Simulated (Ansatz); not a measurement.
**BeH3+ (singlet): from Hartree-Fock to the top rungs at scale of all distances = 1.115, cc-pVTZ**

Aim: climb from Hartree-Fock through coupled cluster and multireference methods for BeH3+ (singlet) at one geometry and basis, and see what each rung misses.

Program: Ansatz 0.2.0, Gaussian basis. Level of theory: cc-pVTZ, core rule «outside noble gas», up to 1 orbitals frozen. These are calculated values, not measurements.

The runs, in order: UHF; CCSD(T) on RHF; BCCD(T) on RHF; CCSDT(Q) on RHF; CASSCF and NEVPT2, 2 electrons in 2 orbitals; Full CI.

23 further runs of the same task are left out: 10 for a known fault of the program, 10 that didn't finish, 3 set aside as unsound or not needed. Runs told in other sessions of the task aren't counted.

### Step 1. The geometry

The geometry derives from a PBE0/def2-TZVP stationary point (not a proven minimum). All distances are scaled together.

4 atoms, charge 1, spin multiplicity 1.

Atoms are counted from 1 here; the program's logs count them from 0.

Bond lengths: Be1–H3 1.467 Å.

### Step 2. UHF

in.yaml

```yaml
crystal:
  periodic: [false, false, false]
  atoms:
    - {symbol: Be, position_ang: [0.000000, 0.000000, 0.182701]}
    - {symbol: H, position_ang: [0.000000, 0.435256, -1.641577]}
    - {symbol: H, position_ang: [0.000000, 0.000000, 1.649593]}
    - {symbol: H, position_ang: [0.000000, -0.435256, -1.641577]}
basis:
  gaussian: {orbitals: cc-pVTZ}
total_charge: 1
magnetization: {spin_polarized: true, initial_magnetization: 0}
hamiltonian: {xc: hf}
output: {orbitals: {seedname: orbitals}}
```

Command:

```bash
ansatz run in.yaml --threads 1 --pin off --events-out ev --progress --plain --max-ram 2393MiB
```

After this run come: CCSD(T) on RHF; BCCD(T) on RHF; CCSDT(Q) on RHF; CASSCF and NEVPT2, 2 electrons in 2 orbitals; Full CI.

Before running them: what should the planned runs give, taken together? Wanted: FCI from the RHF energy; RMP2 from FCI; RCCSD from FCI; RCCSD(T) from FCI; RCCSDT(Q) from FCI; NEVPT2 pair from FCI; T1 diagnostic; effectively unpaired electrons.

The runs gave:

```
                         quantity                                        value
          FCI from the RHF energy                                   -2.2139 eV
                    RMP2 from FCI                                 +46.9 kJ/mol
                   RCCSD from FCI                                  +1.2 kJ/mol
                RCCSD(T) from FCI                                  +0.2 kJ/mol
               RCCSDT(Q) from FCI                                   0.0 kJ/mol
             NEVPT2 pair from FCI                                 +43.4 kJ/mol
levels within 1 kcal/mol (43 meV)  RCCSD, RCCSD(T), BCCD(T), RCCSDT, RCCSDT(Q)
                    T1 diagnostic                                        0.009
   effectively unpaired electrons                                         0.03
```

RCCSD(T) misses by +0.2 kJ/mol, 0.1 % of the correlation energy. One determinant dominates. These misses are within one basis, not against nature.
